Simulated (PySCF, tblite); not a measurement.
**C₈H₁₂N₂: geometry, infrared bands and NMR shifts**

Aim: predict the infrared bands and NMR shifts of C₈H₁₂N₂ (`CCc1nncc(C)c1C`).

Computed with tblite 0.8.0 and PySCF 2.14.0, with density-fitted response routines of our own, on a single molecule in the gas phase. Atoms are numbered from 0 throughout.

### Step 1. Starting geometry

22 atoms, charge 0, multiplicity 1; geometry from: force field or distance geometry start.

Bonds of the start (Å): C0–C1 1.54, C1–C2 1.50, C2–N3 1.35, N3–N4 1.36, N4–C5 1.34, C5–C6 1.39, C6–C7 1.50, C6–C8 1.41, C8–C9 1.50, C8–C2 1.40, C0–H10 1.09, C0–H11 1.08, C0–H12 1.11, C1–H13 1.10, C1–H14 1.09, C5–H15 1.09, C7–H16 1.10, C7–H17 1.08, C7–H18 1.10, C9–H19 1.10, C9–H20 1.10, C9–H21 1.10.

### Step 2. Geometry optimisation with GFN2-xTB

The job: settings as JSON, then the geometry in Å.

```
{"job": {"kind": "relax", "xc": "GFN2-xTB", "basis": "xTB"}, "charge": 0, "multiplicity": 1}
C      2.884700    -0.266200     0.182100
C      1.946100    -0.453900    -1.018500
C      0.547500    -0.770900    -0.584300
N      0.215300    -2.076800    -0.635800
N     -1.017500    -2.508000    -0.239500
C     -1.915500    -1.602900     0.186900
C     -1.641100    -0.240000     0.265900
C     -2.696300     0.692200     0.783400
C     -0.372300     0.199400    -0.154700
C     -0.022100     1.659600    -0.069200
H      2.884000    -1.153700     0.821800
H      3.895700    -0.083200    -0.158100
H      2.564700     0.589900     0.808200
H      2.336400    -1.293400    -1.614500
H      1.974300     0.422300    -1.667700
H     -2.870100    -2.019300     0.495100
H     -3.087500     1.308200    -0.034700
H     -2.304100     1.327200     1.568100
H     -3.546200     0.140200     1.216800
H      0.767900     1.941800    -0.778900
H      0.323400     1.909100     0.941000
H     -0.877700     2.297700    -0.314200
```

The run is started by

```sh
> OMP_NUM_THREADS=1 python probes_run.py task.json out
```

One launch serves the whole session: the jobs run in the order shown.

**Question.** This job is followed by: GFN2-xTB harmonic vibrations, gas phase; GIAO PBE0/pcSseg-1 NMR shielding, non-relativistic, gas phase. What will the session give for the following? strongest single infrared mode (GFN2-xTB); zero-point energy (GFN2-xTB); 13C shifts against TMS (PBE0/pcSseg-1); 1H shifts against TMS (PBE0/pcSseg-1, means over atoms taken as alike); 15N shifts against NH3 (PBE0/pcSseg-1); surface potential, 1st and 99th percentile.

**Answer**, as computed:

| quantity | value |
| --- | --- |
| strongest single infrared mode (GFN2-xTB) | 3036 cm⁻¹, 54 km/mol |
| zero-point energy (GFN2-xTB) | 115.8 kcal/mol |
| 13C shifts against TMS (PBE0/pcSseg-1) | 166.1, 155.4, 139.8, 137.1, 33.3, 18.8, 16.6, 15.9 ppm |
| 1H shifts against TMS (PBE0/pcSseg-1, means over atoms taken as alike) | 9.19, 3.37, 2.31, 2.26, 1.26 ppm |
| 15N shifts against NH3 (PBE0/pcSseg-1) | 457.0, 450.2 ppm |
| surface potential, 1st and 99th percentile | -2.18 V and 1.11 V |

What this shows: Relaxing lowered the energy by 0.215 eV in 68 steps; the close pair that moved most is N3–N4, from 1.365 to 1.297 Å. No mode is imaginary among the 60: a minimum at this level. Unscaled tight-binding wavenumbers are off by several per cent, some by more. Its intensities can rank the bands wrongly. At PBE0/pcSseg-1: Shielding is most anisotropic at N4 (span 851 ppm, paramagnetic term -515 ppm). NICS(1)zz of -27 ppm above the planar ring from C2 marks a diatropic (aromatic) ring current. At PBE0/pcSseg-1, counted by nearest atom on the grid, the HOMO lies on N3, N4 about 39 % each; C2, C5 about 7 % each, the LUMO on N3, N4 about 20 % each; C6, C8 about 20 % each.
